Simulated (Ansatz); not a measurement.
# AlH2INSSb: the cost of one run

Program: the Python package of Ansatz 0.2.0. Level of theory: PBE/def2-SVPD. These are calculated values, not measurements.

## Step 1: Starting point

Bond lengths: I1–Al2 2.580 Å, Al2–N3 1.932 Å, N3–Sb4 2.113 Å, Al2–S5 2.307 Å, Sb4–S5 2.427 Å, N3–H6 1.078 Å, Sb4–H7 1.802 Å. Angles: I1–Al2–N3 130.3°, I1–Al2–S5 129.8°, N3–Al2–S5 89.8°, Al2–N3–Sb4 102.8°, Al2–N3–H6 105.9°, Sb4–N3–H6 103.1°, N3–Sb4–S5 82.5°, N3–Sb4–H7 87.7°, S5–Sb4–H7 89.8°, Al2–S5–Sb4 83.8°.

alh2inssb.xyz, read by the script:

```xyz
7

I    -1.63890   -3.15190    0.39180
Al    0.05330   -1.21100    0.23540
N     0.00320    0.55610    1.01500
Sb    0.67130    1.78400   -0.56930
S     1.15490   -0.35800   -1.60320
H     0.82100    0.59370    1.71570
H    -1.00360    1.71910   -1.23120
```

## Step 2: The code

Contents of bde_alh2inssb.py:

```python
import ansatz as az

params = {
    "basis_set": "def2-SVPD",
    "xc": "PBE",
}


def single_point(molecule, charge=0, unpaired=0):
    calc = molecule.calculation().basis(gaussian=params["basis_set"]).functional(params["xc"])
    if charge:
        calc = calc.charge(charge)
    if unpaired:
        calc = calc.spin("collinear", total=unpaired)
    report = calc.run(threads=1).report
    if report["published_state_doubts"]:
        print("  doubts:", report["published_state_doubts"])
    return report["free_energy_ev"]

def without(molecule, index):
    rest = az.Crystal.molecule()
    for i, site in enumerate(molecule.cartesian_sites):
        if i != index:
            rest = rest.atom(site.symbol, site.position_ang)
    return rest

molecule = az.Crystal.molecule_from_extxyz("alh2inssb.xyz")

whole = single_point(molecule, 0)
hydrogen = single_point(az.Crystal.molecule().atom("H", (0, 0, 0)), 0, 1)
print(f"E(molecule) = {whole:.5f} eV, E(H) = {hydrogen:.5f} eV")
for index in [5, 6]:
    radical = single_point(without(molecule, index), 0, 1)
    print(f"H{index}: homolysis {23.060548 * (radical + hydrogen - whole):.1f} kcal/mol")
```

## Step 3: The run

On the command line:

```
> python bde_alh2inssb.py
```

What time and memory should one allow on 1 thread of Arm Neoverse V2, shared host?

About 48 s, with a peak of 0.35 GiB.
